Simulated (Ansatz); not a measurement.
# H5NOSn: the cost of one run

Program: Ansatz 0.2.0. Level of theory: UHF/def2-SVP. These are calculated values, not measurements.

## 1. The starting structure

Bond lengths: Sn1–N2 2.451 Å, Sn1–O3 1.853 Å, Sn1–H5 1.708 Å, Sn1–H6 1.708 Å, N2–H7 1.010 Å, N2–H8 1.010 Å. Angles: Sn1–N2–H7 123.3°, Sn1–N2–H8 121.6°, H7–N2–H8 108.1°, N2–Sn1–O3 68.1°, N2–Sn1–H5 113.1°, N2–Sn1–H6 111.6°, O3–Sn1–H5 122.7°, O3–Sn1–H6 122.8°, H5–Sn1–H6 109.8°.

Structure file:

```xyz
8

Sn   -1.0991    0.3951    0.3459
N     1.1727   -0.4041   -0.1118
O    -0.8042    0.1544   -1.4678
H     0.3864   -0.2290   -1.1877
H    -1.1331    1.9371    1.0796
H    -1.9766   -0.7188    1.2975
H     1.4812   -1.3444    0.0901
H     1.9726    0.2096   -0.0459
```

## 2. Run 1

150 steps of 0.5 fs at constant energy, with velocities drawn for 100 K.

The input, input.yaml:

```yaml
crystal:
  periodic: [false, false, false]
  atoms:
    - { symbol: Sn, position_ang: [-1.0991, 0.3951, 0.3459] }
    - { symbol: "N", position_ang: [1.1727, -0.4041, -0.1118] }
    - { symbol: O, position_ang: [-0.8042, 0.1544, -1.4678] }
    - { symbol: H, position_ang: [0.3864, -0.229, -1.1877] }
    - { symbol: H, position_ang: [-1.1331, 1.9371, 1.0796] }
    - { symbol: H, position_ang: [-1.9766, -0.7188, 1.2975] }
    - { symbol: H, position_ang: [1.4812, -1.3444, 0.0901] }
    - { symbol: H, position_ang: [1.9726, 0.2096, -0.0459] }
magnetization:
  spin_polarized: true
basis:
  gaussian: { orbitals: def2-SVP }
hamiltonian:
  xc: hf
md:
  timestep: 0.5
  n_steps: 150
  ensemble: nve
  temperature: 100.0
  initial_velocities: maxwell_boltzmann
  seed: 643900
```

Launch:

```bash
$ ansatz run input.yaml --threads 1 --pin off --max-ram 2048MiB --backend cpu --events-out ev --progress --plain --runs-dir out
```

Q: Estimate wall time and peak memory on 1 thread of Arm Neoverse V2, shared host.

About 4 min, with a peak of 0.18 GiB.
